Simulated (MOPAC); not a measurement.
**C3H3BCl+ (SMILES ClB[c+]1cc1) at PM7(8 orbitals) (COSMO ε = 5, active occupied 4, ci PECI, root 1, solvent radius 1 angstrom)**

Aim: a structure relaxation of C3H3BCl+. The job is set up through an ASE script.

Program for the calculation: MOPAC 23.2.5.

7 further runs of the same task are left out: 2 that didn't finish, 5 set aside as unsound or not needed.

## 1. The structure to begin with

C3H3BCl+: 8 atoms, total charge +1, spin state singlet. SMILES: `ClB[c+]1cc1`. Geometry: relaxed at GFN2-xTB. This is one conformer, not always the lowest. The run starts from this shape.

Bond lengths: Cl1–B2 1.659 Å, B2–C3 1.574 Å, C3–C4 1.393 Å, C3–C5 1.393 Å, C4–C5 1.367 Å, B2–H6 1.169 Å, C4–H7 1.070 Å, C5–H8 1.070 Å. Some angles: Cl1–B2–C3 116.8°, B2–C3–C4 150.6°, B2–C3–C5 150.6°, C4–C3–C5 58.8°, C3–C4–C5 60.6°, C3–C5–C4 60.6°, Cl1–B2–H6 124.2°, C3–B2–H6 118.9°, C3–C4–H7 150.1°, C5–C4–H7 149.2°.

## 2. A geometry optimisation at PM7(8 orbitals) (COSMO ε = 5, active occupied 4, ci PECI, root 1, solvent radius 1 angstrom)

File mopac_ase.py:

```python
from ase.calculators.mopac import MOPAC
from ase.optimize import BFGS
from ase import Atoms

molecule = Atoms(
    ['Cl', 'B', 'C', 'C', 'C', 'H', 'H', 'H'],
    positions=[
        [-1.936050, 1.864430, 0.377740],
        [-0.501240, 1.196030, 0.874160],
        [0.050110, -0.011530, 0.028460],
        [1.019050, -0.983260, -0.212220],
        [-0.070740, -0.904640, -1.034250],
        [0.111140, 1.565070, 1.799330],
        [1.942990, -1.456520, 0.047050],
        [-0.615260, -1.269580, -1.880260],
    ],
)
pm = MOPAC(label="job", method="PM7", task="1SCF GRADIENTS MECI ALLVEC RSOLV=1.0 NSPA=162 PECI EPS=5 C.I.=(8,4) THREADS=1 AUX(PRECISION=6)", charge=1)
molecule.calc = pm
opt = BFGS(molecule, trajectory="opt.traj")
done = opt.run(fmax=0.05, steps=80)
print("converged:", done)
epot = molecule.get_potential_energy()
print("energy / eV: %.6f" % epot)
print("dipole (e A):", molecule.get_dipole_moment().round(4))
print("final positions (A):")
for atom in molecule:
    print(f"{atom.symbol:2s} {atom.x:11.6f} {atom.y:11.6f} {atom.z:11.6f}")
```

On the command line:

```sh
$ export ASE_MOPAC_COMMAND="mopac PREFIX.mop > /dev/null 2>&1"
$ python mopac_ase.py
```

Q: Predict the results. Wanted: total energy at the end; HOMO energy; LUMO energy; HOMO–LUMO gap; dispersion energy; heat of formation; lowest excitation energy within this active space.

Answer, from the run:

At PM7(8 orbitals) (COSMO ε = 5, active occupied 4, ci PECI, root 1, solvent radius 1 angstrom):

| quantity | value |
| --- | --- |
| total energy at the end | -26.61123 Eh |
| HOMO energy | -12.36 eV |
| LUMO energy | -3.54 eV |
| HOMO–LUMO gap | 8.82 eV |
| dispersion energy | -2.30 kJ/mol |
| heat of formation | 192.8 kcal/mol |
| lowest excitation energy within this active space | 3.23 eV |

In words: At the final geometry: Bond lengths: Cl1–B2 1.701 Å, B2–C3 1.571 Å, C3–C4 1.388 Å, C3–C5 1.390 Å, C4–C5 1.388 Å, B2–H6 1.189 Å, C4–H7 1.073 Å, C5–H8 1.073 Å. Some angles: Cl1–B2–C3 118.4°, B2–C3–C4 151.0°, B2–C3–C5 149.1°, C4–C3–C5 59.9°, C3–C4–C5 60.1°, C3–C5–C4 60.0°, Cl1–B2–H6 122.1°, C3–B2–H6 119.5°, C3–C4–H7 150.0°, C5–C4–H7 149.9°. The optimisation stopped short of its gradient threshold. The optimisation took 8 steps and changed the energy by -0.041 eV.
